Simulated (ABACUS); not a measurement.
# HfIn4SiO6 in ABACUS: the effect of functional

Crystal: HfIn4SiO6.

```xyz
12
Lattice="5.3809 0.0000 0.0000 -2.6905 4.6600 0.0000 0.0000 0.0000 10.7661" Properties=species:S:1:pos:R:3 pbc="T T T"
Hf    2.6905    1.5533    0.0000
In    0.0000    0.0000    3.2779
In    0.0000    0.0000    7.4883
In    0.0000    3.1067    8.4965
In    0.0000    3.1067    2.2696
Si    0.0000    0.0000    0.0000
O     3.3390    3.2851    9.6865
O     1.5149    0.1258    1.0796
O     0.8664    1.2491    9.6865
O     2.0420    3.2851    1.0796
O     3.8660    0.1258    9.6865
O     4.5145    1.2491    1.0796
```

The cell was built by a generator and needn't be a form met in nature.

The cell isn't the ideal one: volume scaled by 1.06.

Alike in all runs:

```yaml
Program: ABACUS 3.10.1
Task: equation of state
Potentials_or_basis: SG15 ONCV 1.2 PBE
Cutoff: 1361 eV
Density_cutoff: 5442 eV
Basis: DZP LCAO (the cutoffs set its grid)
k_mesh: 4 × 4 × 2
Occupations: fermi-dirac, width 0.05 eV
Spin: no spin polarisation
```

Question: One run gave: gap on the mesh 0.86 eV; pressure -6.5 GPa; largest force 0.73 eV/Å. Which functional did it use?
A. LDA
B. PBEsol
C. SCAN
D. WC
E. SOGGA

Answer: C.

```tsv
functional	gap on the mesh (eV)	pressure (GPa)	largest force (eV/Å)
LDA	0.63	-7.2	0.76
PBEsol	0.61	-5.1	0.57
WC	0.64	-5.1	0.56
SOGGA	0.58	-5.4	0.57
SCAN	0.86	-6.5	0.73
```

Caveats: the atomic orbitals were generated for these runs and aren't a published set; the potentials were made for another functional, which shifts forces and pressure; spin-orbit coupling is left out, which moves the levels of the heavy elements; the basis of atomic orbitals isn't converged, which shifts pressures, moduli and gaps.

A k mesh can miss the band edges.

Runs at the PBE level aren't shown here.
